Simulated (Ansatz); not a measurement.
**C₃H₁₀Si₂: basis-set convergence**

Aim: see how fast density functionals converge with the basis set for C₃H₁₀Si₂.

Computed with Ansatz 0.2.0, Gaussian basis. Level: one geometry, several basis sets.

The runs, in order: PBE0-D4/def2-SVP; ωB97M-V/def2-SVP; PBE0-D4/def2-QZVPP; ωB97M-V/def2-QZVPP; the functionals' def2-TZVPP values are taken from earlier runs.

### Step 1. The relaxed structure

All runs share one geometry, relaxed beforehand with PBE0-D4 in a triple-zeta def2 set.

SMILES `[SiH3]C1C[SiH2]C1`, 15 atoms, charge 0, spin multiplicity 1.

Atoms are counted from 1 here; the program's logs count them from 0.

Bond lengths: Si1–C2 1.877 Å, Si1–H6 1.489 Å, Si1–H7 1.489 Å, Si1–H8 1.490 Å, C2–C3 1.565 Å, C2–C5 1.565 Å, C2–H9 1.095 Å, C3–Si4 1.885 Å, C3–H10 1.093 Å, C3–H11 1.091 Å, Si4–C5 1.885 Å, Si4–H12 1.490 Å, Si4–H13 1.488 Å, C5–H14 1.093 Å, C5–H15 1.091 Å. Angles: C2–Si1–H6 110.6°, C2–Si1–H7 110.6°, C2–Si1–H8 109.7°, H6–Si1–H7 109.2°, H6–Si1–H8 108.4°, H7–Si1–H8 108.4°, Si1–C2–C3 112.2°, Si1–C2–C5 112.2°, Si1–C2–H9 106.9°, C3–C2–C5 101.4°, C3–C2–H9 112.1°, C5–C2–H9 112.1°, C2–C3–Si4 87.3°, C2–C3–H10 111.6°, C2–C3–H11 116.5°, Si4–C3–H10 112.2°, Si4–C3–H11 120.2°, H10–C3–H11 107.9° and more.

As a file:

```xyz
15

Si   -1.2185    1.3621    0.6380
C     0.1649    0.6316   -0.3989
C     1.3059    0.0233    0.4830
Si    0.6032   -1.6752    0.0656
C    -0.3032   -0.6231   -1.2089
H    -0.7137    2.4959    1.4598
H    -2.3254    1.8444   -0.2327
H    -1.7610    0.3211    1.5552
H     0.5297    1.4319   -1.0516
H     2.2898    0.1853    0.0357
H     1.3503    0.3586    1.5204
H     1.5330   -2.7371   -0.4128
H    -0.2673   -2.2655    1.1186
H     0.1698   -0.6664   -2.1931
H    -1.3793   -0.7375   -1.3492
```

### Step 2. PBE0-D4 in def2-SVP

Input file in.yaml:

```yaml
crystal:
  periodic: [false, false, false]
  atoms:
    - {symbol: Si, position_ang: [-1.218526, 1.362097, 0.637959]}
    - {symbol: C, position_ang: [0.164909, 0.631553, -0.398859]}
    - {symbol: C, position_ang: [1.305944, 0.023315, 0.482987]}
    - {symbol: Si, position_ang: [0.603222, -1.675246, 0.065582]}
    - {symbol: C, position_ang: [-0.303237, -0.623146, -1.208950]}
    - {symbol: H, position_ang: [-0.713686, 2.495874, 1.459846]}
    - {symbol: H, position_ang: [-2.325403, 1.844379, -0.232669]}
    - {symbol: H, position_ang: [-1.761022, 0.321098, 1.555231]}
    - {symbol: H, position_ang: [0.529695, 1.431932, -1.051607]}
    - {symbol: H, position_ang: [2.289759, 0.185284, 0.035730]}
    - {symbol: H, position_ang: [1.350287, 0.358635, 1.520412]}
    - {symbol: H, position_ang: [1.533017, -2.737135, -0.412758]}
    - {symbol: H, position_ang: [-0.267265, -2.265465, 1.118633]}
    - {symbol: H, position_ang: [0.169820, -0.666353, -2.193076]}
    - {symbol: H, position_ang: [-1.379315, -0.737522, -1.349159]}
basis:
  gaussian: {orbitals: def2-SVP}
hamiltonian: {xc: pbe0, dispersion: d4}
output: {orbitals: {seedname: orbitals}}
```

Started as:

```sh
$ ansatz run in.yaml --threads 4 --pin off --events-out ev --progress --plain --max-ram 10444MiB
```

The runs that follow: ωB97M-V in def2-SVP; PBE0-D4 in def2-QZVPP; ωB97M-V in def2-QZVPP.

Before running them: what should the planned runs give, taken together? Wanted: PBE0-D4: double and triple zeta above quadruple; ωB97M-V: double and triple zeta above quadruple.

As calculated:

| quantity | value |
| --- | --- |
| PBE0-D4: double and triple zeta above quadruple | 9.73, 0.72 eV |
| ωB97M-V: double and triple zeta above quadruple | 9.95, 0.67 eV |

**Reading.** For PBE0-D4 the step from double to triple zeta gains 9.01 eV and the next only 0.72 eV. Total energies overstate the basis error of differences, where much of it tends to cancel. The LUMO of ωB97M-V is positive and keeps falling with the basis (2.62 to 1.37 eV): an unbound level that the basis holds in place.
